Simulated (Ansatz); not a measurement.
# BBrCl2 (bromodichloroborane) at HF/def2-TZVP (sfX2C, density fitting with def2-universal-jkfit)

Aim: the vertical singlet–triplet gap of BBrCl2 (bromodichloroborane) at HF/def2-TZVP (sfX2C, density fitting with def2-universal-jkfit), from 2 runs. 

The calculation is run with Ansatz 0.2.0.

8 further runs of the same task are left out: 2 for a known fault of the program, 1 that didn't finish, 5 set aside as unsound or not needed.

**1. The system as given**

The species is BBrCl2 (4 atoms), meant as a singlet with charge 0. As SMILES, `ClB(Cl)Br`. The coordinates come from a PBE0-D4/def2-TZVP relaxation.

Bond lengths: Cl1–B2 1.735 Å, B2–Cl3 1.735 Å, B2–Br4 1.901 Å. Angles: Cl1–B2–Cl3 120.1°, Cl1–B2–Br4 119.9°, Cl3–B2–Br4 119.9°.

**2. A single-point energy at HF/def2-TZVP (sfX2C, density fitting with def2-universal-jkfit)**

Input file job.yaml:

```yaml
crystal:
  periodic: [false, false, false]
  atoms:
    - {symbol: Cl, position_ang: [0.582100, 0.666000, 1.510800]}
    - {symbol: B, position_ang: [0.037200, -0.038100, 0.022100]}
    - {symbol: Cl, position_ang: [0.444300, -1.679200, -0.365600]}
    - {symbol: Br, position_ang: [-1.008100, 0.991100, -1.187600]}
basis:
  gaussian:
    orbitals: def2-TZVP
    fitting: {mean_field: def2-universal-jkfit}
magnetization:
  spin_polarized: false
hamiltonian:
  xc: hf
  pseudopotentials: {relativity: scalar}
output: {orbitals: {seedname: orbitals}}
```

Command:

```console
ansatz run job.yaml --threads 1 --pin off --max-ram 2610MiB --events-out events.jsonl --progress --plain --runs-dir runs
```

What it wrote:

```text
Warning: RAYON_NUM_THREADS=1 ignored (pool sized by the plan → 1); use --threads N
Functional definition: HF
  name "HF"
  exchange = exact_x
  correlation = 0
597 factors; integrals over basis functions are off by at most 3.1e-1 eV
mean field evaluation 1: about -96422.4026 eV, gradient 1.9e1 eV
mean field evaluation 2: about -96423.2647 eV, gradient 1.2e1 eV
mean field evaluation 4: about -96423.6101 eV, gradient 4.6e-1 eV
mean field -96423.61207499 eV, -3543.5023854842 hartree, gradient 2.0e-5 eV, S^2 0.000000; 0 other end points of the search recorded, 0 dependent functions left out
reference -96423.61207499 eV, -3543.5023854842 hartree; 37, 37 occupied and 116, 116 virtual orbitals, 597 factors
Total energy: -96423.61207499 eV, -3543.5023854842 hartree
Relativity: scalar
```

Run time: 2.1 s. Hardware: 1 thread of Arm Neoverse V2, shared host.

**3. The triplet**

Edit job.yaml of step 2 so:

```diff
@@ -11,4 +11,2 @@
     fitting: {mean_field: def2-universal-jkfit}
-magnetization:
-  spin_polarized: false
 hamiltonian:
@@ -16,2 +14,5 @@
   pseudopotentials: {relativity: scalar}
+magnetization:
+  spin_polarized: true
+  initial_magnetization: 2
 output: {orbitals: {seedname: orbitals}}
```

Command:

```console
ansatz run job.yaml --threads 1 --pin off --max-ram 2610MiB --events-out events.jsonl --progress --plain --runs-dir runs
```

What it wrote:

```text
Warning: RAYON_NUM_THREADS=1 ignored (pool sized by the plan → 1); use --threads N
[... 4 set-up lines as earlier in the session ...]
597 factors; integrals over basis functions are off by at most 3.1e-1 eV
mean field evaluation 1: about -96416.5051 eV, gradient 1.1e1 eV
mean field evaluation 2: about -96417.5811 eV, gradient 5.0e0 eV
mean field evaluation 4: about -96418.0131 eV, gradient 1.8e0 eV
mean field evaluation 8: about -96418.2024 eV, gradient 6.9e-3 eV
mean field evaluation 16: about -96418.1390 eV, gradient 2.0e-1 eV
mean field evaluation 32: about -96418.1390 eV, gradient 2.0e-1 eV
mean field evaluation 64: about -96416.8523 eV, gradient 2.6e0 eV
mean field evaluation 96: about -96416.6297 eV, gradient 2.1e0 eV
mean field evaluation 128: about -96418.2024 eV, gradient 1.6e-5 eV
mean field -96418.20239097 eV, -3543.3035832633 hartree, gradient 6.8e-6 eV, S^2 2.024235; 3 other end points of the search recorded, 0 dependent functions left out
reference -96418.20239097 eV, -3543.3035832633 hartree; 38, 36 occupied and 115, 117 virtual orbitals, 597 factors
Total energy: -96418.20239097 eV, -3543.3035832633 hartree
Relativity: scalar
```

It took 33 s on 1 thread of Arm Neoverse V2, shared host; peak memory 0.34 GiB.

**4. Results**

Level: HF/def2-TZVP (sfX2C, density fitting with def2-universal-jkfit).

```
                                        quantity           value
                           singlet: total energy  -3543.50239 Eh
                            singlet: HOMO energy       -11.69 eV
                            singlet: LUMO energy         1.98 eV
                          singlet: HOMO–LUMO gap        13.67 eV
                           triplet: total energy  -3543.30358 Eh
     triplet: HOMO energy (highest over α and β)        -6.18 eV
      triplet: LUMO energy (lowest over α and β)        -3.33 eV
                                   triplet: ⟨S²⟩           2.024
vertical energy of the triplet above the singlet        5.410 eV
```

What this shows: At this shape the triplet lies 5.41 eV (522 kJ/mol) above the singlet. The basis (singlet) was contracted for non-relativistic atoms, which limits what the relativistic Hamiltonian can do in the core. The basis (triplet) was contracted for non-relativistic atoms, which limits what the relativistic Hamiltonian can do in the core.
